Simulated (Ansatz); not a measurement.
# CCSDT/STO-3G run of GaH3F− (SMILES [F][GaH3-])

What is the vertical ionisation energy of GaH3F− at CCSDT/STO-3G? 

Program for the calculation: Ansatz 0.2.0.

27 further runs of the same task are left out: 26 that didn't finish, 1 set aside as unsound or not needed.

## Step 1: The molecule

The species is GaH3F− (5 atoms), meant as a singlet with charge -1. As SMILES, `[F][GaH3-]`. Geometry: a GFN2-xTB relaxation, a rough one for these elements and not checked as a minimum.

Bond lengths: F1–Ga2 1.781 Å, Ga2–H3 1.554 Å, Ga2–H4 1.555 Å, Ga2–H5 1.553 Å. Angles: F1–Ga2–H3 106.4°, F1–Ga2–H4 106.1°, F1–Ga2–H5 106.7°, H3–Ga2–H4 112.4°, H3–Ga2–H5 112.1°, H4–Ga2–H5 112.7°.

## Step 2: A single-point energy at CCSDT/STO-3G

in.yaml

```yaml
crystal:
  periodic: [false, false, false]
  atoms:
    - {symbol: F, position_ang: [-0.500550, -0.495900, 1.533090]}
    - {symbol: Ga, position_ang: [0.029420, 0.026920, -0.084310]}
    - {symbol: H, position_ang: [-0.873870, 1.229730, -0.473840]}
    - {symbol: H, position_ang: [-0.177300, -1.196140, -1.021500]}
    - {symbol: H, position_ang: [1.522310, 0.435400, 0.046550]}
basis:
  gaussian:
    orbitals: STO-3G
total_charge: -1
correlation:
  method: ccsdt
  frozen_orbitals: {F: 1, Ga: 9, H: 0}
accuracy: high
scf:
  omitted_lower_state_checks: [cluster_reference, increment]
```

Run with:

```
$ ansatz run in.yaml --threads 1 --pin off --max-ram 2610MiB --events-out events.jsonl --progress --plain --runs-dir runs
```

Output, shortened:

```text
Warning: RAYON_NUM_THREADS=1 ignored (pool sized by the plan → 1); use --threads N
Functional definition: HF
  name "HF"
[...]
388 factors; integrals over basis functions are off by at most 2.8e-8 eV
[...]
mean field -54437.74491149 eV, -2000.5502262683 hartree, gradient 6.9e-9 eV, S^2 0.000000; 0 other end points of the search recorded, 0 dependent functions left out
10 core orbitals not correlated: weight in the atoms' cores, before any rotation towards them, 1.000 or more for the frozen orbitals, at most 0.000 for the correlated occupied ones
reference -54437.74491149 eV, -2000.5502262683 hartree; 12, 12 occupied and 4, 4 virtual orbitals, 388 factors
second order -1.78274877 eV of doubles, -0.00000000 eV of singles
cycle   1  -2.03086317 eV  change   -2.5e-1 eV  update   1.0e-1
[...]
cycle  32  -2.64140541 eV  change   -2.0e-9 eV  update   2.5e-9
Total energy: -54440.38631690 eV, -2000.6472961269 hartree
Checks for a lower state left out: cluster_reference, increment
```

Run time: 0.54 s. Hardware: 1 thread of Arm Neoverse V2, shared host.

## Step 3: Doublet neutral GaH3F

job.yaml

```yaml
basis:
  gaussian: {orbitals: STO-3G}
crystal:
  periodic: [false, false, false]
  atoms:
    - {symbol: F, position_ang: [-0.500550, -0.495900, 1.533090]}
    - {symbol: Ga, position_ang: [0.029420, 0.026920, -0.084310]}
    - {symbol: H, position_ang: [-0.873870, 1.229730, -0.473840]}
    - {symbol: H, position_ang: [-0.177300, -1.196140, -1.021500]}
    - {symbol: H, position_ang: [1.522310, 0.435400, 0.046550]}
accuracy: high
correlation: {method: ccsdt, frozen_orbitals: {F: 1, Ga: 9, H: 0}}
scf: {omitted_lower_state_checks: [cluster_reference, increment]}
magnetization: {spin_polarized: true, initial_magnetization: 1}
```

Run with:

```
$ ansatz run job.yaml --threads 1 --pin off --max-ram 2610MiB --events-out events.jsonl --progress --plain --runs-dir runs
```

Output, shortened:

```text
Warning: RAYON_NUM_THREADS=1 ignored (pool sized by the plan → 1); use --threads N
Functional definition: HF
  name "HF"
[...]
388 factors; integrals over basis functions are off by at most 2.8e-8 eV
[...]
mean field -54443.38520287 eV, -2000.7575031536 hartree, gradient 5.1e-10 eV, S^2 0.751039; 9 other end points of the search recorded, 0 dependent functions left out
10 core orbitals not correlated: weight in the atoms' cores, before any rotation towards them, 0.999 or more for the frozen orbitals, at most 0.001 for the correlated occupied ones
reference -54443.38520287 eV, -2000.7575031536 hartree; 12, 11 occupied and 4, 5 virtual orbitals, 388 factors
second order -1.58564974 eV of doubles, -0.00000000 eV of singles
cycle   1  -1.95789599 eV  change   -3.7e-1 eV  update   7.8e-2
[...]
cycle 296  -2.34156892 eV  change   3.9e-10 eV  update   2.8e-9
Total energy: -54445.72677179 eV, -2000.8435542242 hartree
Checks for a lower state left out: cluster_reference, increment
```

Wall time 11 s (1 thread of Arm Neoverse V2, shared host); peak memory 0.1 GiB.

## Step 4: Results

Level: CCSDT/STO-3G, 10 core orbitals frozen.

| quantity | value |
| --- | --- |
| singlet GaH3F−: total energy | -2000.64730 Eh |
| singlet GaH3F−: correlation energy (10 core orbitals frozen) | -97.1 mEh |
| singlet GaH3F−: T1 diagnostic | 0.026 |
| doublet neutral GaH3F: total energy | -2000.84355 Eh |
| doublet neutral GaH3F: correlation energy (10 core orbitals frozen) | -86.1 mEh |
| doublet neutral GaH3F: ⟨S²⟩ of the reference determinant | 0.751 |
| doublet neutral GaH3F: T1 diagnostic | 0.015 |
| vertical detachment energy (to the doublet neutral) | -5.340 eV |

What this shows: The species is unbound against losing an electron at this level, by 5.34 eV (−123 kcal/mol); missing correlation or diffuse functions can give that sign where the real anion is bound. In a minimal basis such a difference can be off by several eV, whatever the method. The T1 diagnostic (singlet GaH3F−) of 0.026 is above the customary mark for such species, so a single reference may not serve.
